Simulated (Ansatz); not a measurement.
**GePH₃+ (doublet): the correlation ladder, cc-pVTZ**

One table from this session's results is given with a row withheld; the runs are named, their logs left out.

Computed with Ansatz 0.2.0, Gaussian basis. Level: cc-pVTZ, core rule «outside noble gas», up to 19 orbitals frozen.

The runs, in order: UHF; CCSD(T) on ROHF; CCSD(T) on UHF; BCCD(T) on ROHF; CCSDT(Q) on ROHF; CCSDT(Q) on UHF.

9 further runs of the same task are left out: 2 for a known fault of the program, 1 that didn't finish, 6 set aside as unsound or not needed. Runs told in other sessions of the task aren't counted.

**The geometry**

The geometry is a PBE0/def2-TZVP stationary point (not a proven minimum) of the parent state, kept for this charge and spin. No spin-orbit coupling is included. The filled d shell of Ge may be among the frozen orbitals whatever the setting's name suggests.

5 atoms, charge 1, spin multiplicity 2.

Atoms are counted from 1 here; the program's logs count them from 0.

Bond lengths: Ge1–P2 2.312 Å, Ge1–H3 1.539 Å, Ge1–H4 1.539 Å, Ge1–H5 1.539 Å. Angles: P2–Ge1–H3 110.1°, P2–Ge1–H4 110.1°, P2–Ge1–H5 110.1°, H3–Ge1–H4 108.8°, H3–Ge1–H5 108.8°, H4–Ge1–H5 108.8°.

Set-up of the first run:

File in.yaml:

```yaml
crystal:
  periodic: [false, false, false]
  atoms:
    - {symbol: Ge, position_ang: [-0.656484, -0.004808, 0.000881]}
    - {symbol: P, position_ang: [1.655316, 0.012124, -0.002222]}
    - {symbol: H, position_ang: [-1.195968, 1.436850, 0.003923]}
    - {symbol: H, position_ang: [-1.178396, -0.733455, 1.252326]}
    - {symbol: H, position_ang: [-1.181787, -0.729442, -1.251475]}
basis:
  gaussian: {orbitals: cc-pVTZ}
total_charge: 1
magnetization: {spin_polarized: true, initial_magnetization: 1}
hamiltonian: {xc: hf}
output: {orbitals: {seedname: orbitals}}
```

Run with:

```console
ansatz run in.yaml --threads 1 --pin off --events-out ev --progress --plain --max-ram 4096MiB --backend cpu
```

Among the steps run: UHF; CCSD(T) on ROHF; CCSD(T) on UHF; BCCD(T) on ROHF; CCSDT(Q) on ROHF; CCSDT(Q) on UHF.

One table of the session follows, with a row left open; its other results are not shown here.

It belongs to the step «Misses and costs». 

```
   method  from UCCSDT(Q) (kJ/mol)
     ROHF                   +706.9
     RMP2                   +150.6
     UMP2                   +152.5
    RCCSD                    +31.0
    UCCSD                    +30.5
 RCCSD(T)                     +6.3
 UCCSD(T)                     +6.3
  BCCD(T)                     +6.3
   RCCSDT                     +1.4
   UCCSDT                        ?
RCCSDT(Q)                     +0.3
UCCSDT(Q)                        0
```

Q: Estimate the row for UCCSDT from the others.

The run gave: from UCCSDT(Q) (kJ/mol): +1.3. In the column «from UCCSDT(Q) (kJ/mol)» it lies between RCCSDT(Q) (+0.3) and RCCSDT (+1.4).

Left out of the table: UHF (another determinant or state than the rows shown).

To keep in mind: The determinant of HF (⟨S²⟩ 1.32) is far from a pure spin state, so its energy mixes those of several spin states; that is harmless only where they are near-degenerate. Restricted and unrestricted rows rest on different reference determinants; a gap between their highest levels can come from leftover correlation error, from unlike frozen cores or from another state.
